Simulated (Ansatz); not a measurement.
# Cl: the cost of one run

All numbers below are computed with Ansatz 0.2.0 (DFT PBE, plane waves, PAW, scalar-relativistic, no spin polarisation).

1 further run of the same task is left out (it didn't finish).

## 1. The structure to begin with

The cell holds 16 atoms (Cl16): a = 8.434 Å, b = 8.434 Å, c = 8.434 Å, α = 90.00°, β = 90.00°, γ = 90.00°.

As a file:

```
Cl
1.0
     8.43433    0.00000    0.00000
     0.00000    8.43433    0.00000
     0.00000    0.00000    8.43433
Cl
16
Cartesian
  8.4266 -0.1730 2.9435
  8.0544 0.4367 1.0593
  4.1956 2.8093 4.0350
  2.2592 2.8619 3.4800
  0.5783 3.8258 7.3615
  0.1705 2.1125 6.3822
  4.0321 7.5282 3.9616
  4.7531 7.2764 2.0969
  7.2115 5.4242 1.9396
  6.2404 4.5209 0.4225
  4.5371 1.8418 9.2084
  5.4124 1.4941 7.4270
  2.1311 6.9553 7.1276
  3.8177 5.8791 7.3679
  1.2132 6.1994 4.2424
  -0.1110 6.2691 5.7597
```

## 2. Relaxing the start

Input file input.yaml:

```yaml
accuracy: low
crystal:
  lattice:
    - [8.434327, 0.0, 0.0]
    - [0.0, 8.434327, 0.0]
    - [0.0, 0.0, 8.434327]
  atoms:
    - { symbol: Cl, position: [0.9990879, -0.0205158, 0.3489954] }
    - { symbol: Cl, position: [0.9549492, 0.0517707, 0.1255978] }
    - { symbol: Cl, position: [0.4974431, 0.3330764, 0.4783997] }
    - { symbol: Cl, position: [0.2678527, 0.3393117, 0.4126014] }
    - { symbol: Cl, position: [0.0685615, 0.4535978, 0.872799] }
    - { symbol: Cl, position: [0.0202175, 0.2504679, 0.7566905] }
    - { symbol: Cl, position: [0.4780612, 0.8925644, 0.469704] }
    - { symbol: Cl, position: [0.5635478, 0.8627142, 0.2486133] }
    - { symbol: Cl, position: [0.855017, 0.6431054, 0.2299671] }
    - { symbol: Cl, position: [0.7398757, 0.5360147, 0.0500945] }
    - { symbol: Cl, position: [0.5379363, 0.2183752, 1.0917772] }
    - { symbol: Cl, position: [0.6417109, 0.17714, 0.8805651] }
    - { symbol: Cl, position: [0.2526687, 0.8246372, 0.8450717] }
    - { symbol: Cl, position: [0.4526371, 0.6970402, 0.8735618] }
    - { symbol: Cl, position: [0.1438391, 0.7350191, 0.5029911] }
    - { symbol: Cl, position: [-0.0131635, 0.7432807, 0.6828855] }
basis:
  ecutwfc: 420.0
kpoints:
  mp_grid: { grid: [1, 1, 1] }
hamiltonian:
  xc: pbe
scf:
  occupations: { method: fermi_dirac, width: 0.05 }
  lower_state_search: "off"
relax:
  f_tol: 0.3
  max_steps: 15
  adjacent_minimum: "off"
output:
  write_density: true
  write_potential: true
  elf: true
  volumetric_format: npy
```

Started as:

```sh
> ansatz run input.yaml --threads 1 --pin off --max-ram 3072MiB --backend cpu --events-out ev --progress --plain --runs-dir out
```

What time and memory should one allow on 1 thread of Arm Neoverse V2, shared host?

About 36 s, with a peak of 0.48 GiB.
